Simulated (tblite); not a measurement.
# C7H11BClNSi: the cost of one run

Programs: PySCF 2.14.0 with density-fitted response routines of our own, and tblite 0.8.0. All values are computed, except where a source is named. Atoms count from 0 throughout.

## 1. The starting structure

22 atoms, charge 0, multiplicity 1; geometry from: distance geometry. This is the first candidate.

Bonds of the start (Å): B5–N6 1.44, C0–H11 1.13, C0–H12 1.15, C0–H13 0.29, C0–Si1 1.89, C2–H14 1.09, C2–H15 1.14, C2–H16 1.11, C3–H17 1.10, C3–H18 1.12, C3–H19 1.12, C4–B5 1.51, C4–C9 1.37, C7–C8 1.37, C7–H20 1.07, C8–C9 1.39, C8–H21 1.09, C9–Cl10 1.75, N6–C7 1.35, Si1–C2 1.87, Si1–C3 1.84, Si1–C4 1.81.

## 2. GFN2-xTB relaxation, isomer A, conformer 1

What the job is given:

```
{"job": {"xc": "GFN2-xTB", "basis": "xTB", "kind": "relax"}, "charge": 0, "multiplicity": 1}
C     -0.836700     0.026900    -2.142900
Si    -0.986600     0.116500    -0.265000
C     -2.059400    -1.303500     0.308500
C     -1.780300     1.682900     0.279800
C      0.665500    -0.189300     0.421200
B      1.089300    -1.606500     0.746300
N      2.485600    -1.866500     0.522800
C      3.391200    -0.896200     0.775600
C      2.951800     0.399500     0.839500
C      1.619000     0.766000     0.670500
Cl     1.124400     2.439500     0.761000
H     -0.263800    -0.875700    -2.505700
H     -1.864700     0.165300    -2.647400
H     -1.008800    -0.198200    -2.212500
H     -1.392500    -2.104800     0.636100
H     -2.722800    -0.930900     1.159300
H     -2.675800    -1.568300    -0.569600
H     -1.660000     2.470900    -0.475600
H     -2.878400     1.553200     0.479000
H     -1.317700     1.943200     1.268200
H      4.418700    -1.176400     0.911000
H      3.691700     1.171800     1.038900
```

Run with:

```bash
$ OMP_NUM_THREADS=1 python ens_run.py task.json out
```

This one command runs the whole study; its stages follow in the order run.

Q: Estimate the wall time of this first job on 1 thread of INTEL XEON PLATINUM 8581C at 2.30GHz, shared host.

About 2.7 s.
